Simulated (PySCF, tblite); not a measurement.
# C6H5FO3P−: geometry, infrared bands and NMR shifts

Wanted: the infrared bands and NMR shifts of C6H5FO3P− (`O=[P@]([O-])(O)c1cccc(F)c1`), by calculation.

The runs use tblite 0.8.0 and PySCF 2.14.0, with density-fitted response routines of our own; the level of theory stands in each step. All values are computed, except where a source is named. Atoms count from 0, in the outputs and in this text.

**1. The molecule as given**

16 atoms, charge -1, multiplicity 1; geometry from: force field or distance geometry start.

Bonds of the start (Å): O0–P1 1.52, P1–O2 1.51, P1–O3 1.62, P1–C4 1.78, C4–C5 1.40, C5–C6 1.39, C6–C7 1.39, C7–C8 1.39, C8–F9 1.34, C8–C10 1.38, C10–C4 1.40, O3–H11 0.98, C5–H12 1.09, C6–H13 1.08, C7–H14 1.09, C10–H15 1.08.

**2. Geometry optimisation with GFN2-xTB**

What the job is given:

```
{"job": {"kind": "relax", "xc": "GFN2-xTB", "basis": "xTB"}, "charge": -1, "multiplicity": 1}
O      1.952000    -2.323000     0.794300
P      1.964200    -0.863800     0.374000
O      3.054000    -0.383300    -0.551100
O      2.282500    -0.076400     1.758400
C      0.349100    -0.233200    -0.016500
C     -0.812300    -0.913100     0.379800
C     -2.073700    -0.413200     0.066100
C     -2.184700     0.774100    -0.649400
C     -1.037600     1.441900    -1.056600
F     -1.169500     2.583400    -1.749300
C      0.217800     0.955700    -0.753000
H      3.161800    -0.412900     2.013400
H     -0.698300    -1.837000     0.954700
H     -2.955600    -0.957000     0.387900
H     -3.168600     1.179800    -0.904600
H      1.111600     1.486900    -1.059600
```

On the command line:

```console
OMP_NUM_THREADS=1 python probes_run.py task.json out
```

One launch serves the whole session: the jobs run in the order shown.

**Question.** This job is followed by: GFN2-xTB harmonic vibrations, gas phase; GIAO PBE0/pcSseg-1 NMR shielding, non-relativistic, gas phase. Predict these results of the whole session: strongest single infrared mode (GFN2-xTB); zero-point energy (GFN2-xTB); 13C shifts against TMS (PBE0/pcSseg-1); 1H shifts against TMS (PBE0/pcSseg-1); 17O shifts against H2O (PBE0/pcSseg-1, means over atoms taken as alike); 31P shifts against H3PO4 (PBE0/pcSseg-1); 19F shifts against CFCl3 (PBE0/pcSseg-1).

As calculated:

```
                                                               quantity                                         value
                              strongest single infrared mode (GFN2-xTB)                          675 cm⁻¹, 288 km/mol
                                           zero-point energy (GFN2-xTB)                                 63.0 kcal/mol
                                 13C shifts against TMS (PBE0/pcSseg-1)  171.5, 158.0, 134.0, 129.7, 124.2, 115.4 ppm
                                  1H shifts against TMS (PBE0/pcSseg-1)              8.07, 7.95, 7.10, 6.67, 0.43 ppm
17O shifts against H2O (PBE0/pcSseg-1, means over atoms taken as alike)                              156.8, 141.9 ppm
                               31P shifts against H3PO4 (PBE0/pcSseg-1)                                      -1.1 ppm
                               19F shifts against CFCl3 (PBE0/pcSseg-1)                                    -128.3 ppm
```

What this shows: The optimisation took 46 steps and gained 0.302 eV; among the close pairs (by a distance rule), P1–C4 changed most, from 1.777 to 1.839 Å. The lowest mode is imaginary (140i cm⁻¹), so the xTB geometry is not a minimum. The strongest single mode, at 675 cm⁻¹, moves mainly P1 and O3. GFN2-xTB is a fitted tight-binding method: band positions and strengths are rough. Its intensities can rank the bands wrongly. At PBE0/pcSseg-1: The widest tensor belongs to P1: span 313 ppm, with a paramagnetic part of -644 ppm. NICS(1)zz of -28 ppm above the planar ring from C4 marks a diatropic (aromatic) ring current.
